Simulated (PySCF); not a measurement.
# C2H10OSi2: the cost of one run

Programs: PySCF 2.14.0, with routines of our own; each step states its level. All values are computed. Atoms count from 0.

## Step 1: The starting structure

15 atoms, charge 0, multiplicity 1; geometry from: GFN2-xTB.

## Step 2: Magnetic properties: GIAO B3LYP/pcSseg-1

Job settings and geometry (Å):

```
{"job": {"kind": "mag", "xc": "B3LYP", "basis": "pcSseg-1", "isotopologues": 2}, "charge": 0, "multiplicity": 1}
C     -1.693805    -1.038912    -0.433436
Si    -0.611419     0.119873     0.611983
C     -0.673072     1.890370    -0.072677
O      0.928109    -0.411595     0.581254
Si     2.406448    -0.805798     0.060374
H     -2.744333    -0.778681    -0.348406
H     -1.428523    -0.996719    -1.486807
H     -1.583985    -2.070414    -0.111963
H     -0.954105     0.059065     2.036550
H     -1.681755     2.290849    -0.048841
H     -0.040496     2.557179     0.505952
H     -0.327693     1.927410    -1.102756
H      2.269413    -1.878569    -0.925551
H      3.007412     0.383720    -0.543942
H      3.123392    -1.239787     1.256355
```

With the program's defaults for keys left out, this is: GIAO B3LYP/pcSseg-1 magnetisability, rotational g tensor and spin-rotation constants, non-relativistic, gas phase.

The run is started by

```
$ OMP_NUM_THREADS=1 python excited_run.py task.json out
```

The driver reads the jobs from task.json and runs them one after another.

Q: Estimate the wall time and peak memory of this first job on 1 thread of Arm Neoverse N1, shared host.

About 33 s, with a peak of 0.74 GiB.
